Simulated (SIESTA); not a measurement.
Runs of SIESTA 5.4.2 on BiTe. Symmetry: Fm-3m, No. 225, cubic system. Conventional cell: a = 6.470 Å, b = 6.470 Å, c = 6.470 Å, α = 90.00°, β = 90.00°, γ = 90.00°. Around Bi (site symmetry m-3m) lie 6 Te at 3.23 Å. Te (site symmetry m-3m) is surrounded by 6 Bi at 3.23 Å. 

| level | potentials or basis | gap on the mesh (eV) | pressure (GPa) |
| --- | --- | --- | --- |
| PBEsol | PseudoDojo 0.4 standard (PBEsol files), DZP (energy shift 0.003 Ry; two zetas on semicore shells) | none | -0.8 |
| revPBE | PseudoDojo 0.4 standard (PBE files), DZP (energy shift 0.003 Ry; two zetas on semicore shells) | none | 2.6 |
| LDA | PseudoDojo 0.4 standard (LDA files), DZP (energy shift 0.003 Ry; two zetas on semicore shells) | none | -1.9 |
| RPBE | PseudoDojo 0.4 standard (PBE files), DZP (energy shift 0.003 Ry; two zetas on semicore shells) | none | 2.9 |
| PW91 | PseudoDojo 0.4 standard (PBE files), DZP (energy shift 0.003 Ry; two zetas on semicore shells) | none | (b) |
| AM05 | PseudoDojo 0.4 standard (PBEsol files), DZP (energy shift 0.003 Ry; two zetas on semicore shells) | none | (c) |
| PBE | PseudoDojo 0.4 standard (PBE files), DZP (energy shift 0.003 Ry; two zetas on semicore shells) | none | 1.7 |
| BLYP | PseudoDojo 0.4 standard (PBE files), DZP (energy shift 0.003 Ry; two zetas on semicore shells) | none | 5.2 |
| WC | PseudoDojo 0.4 standard (PBEsol files), DZP (energy shift 0.003 Ry; two zetas on semicore shells) | none | (a) |

Alike in all rows: task single point; no spin polarisation; cell as given; k mesh 7 × 7 × 7; smearing fermi-dirac 0.05 eV; grid cutoff 500 Ry; energy shift 0.003 Ry.

Q: Fill in the values left out.

A: (a) -0.7; (b) 1.6; (c) -0.5.

Caveats: spin-orbit coupling is left out, which moves the levels of the heavy elements; the basis of atomic orbitals isn't converged, which shifts pressures, moduli and gaps; the potentials were made for another functional, which shifts forces and pressure (some runs).

A k mesh can miss the band edges, and the runs leave out spin-orbit coupling on Bi, Te.

A gap of «none» marks a metal or a gap under the smearing width.
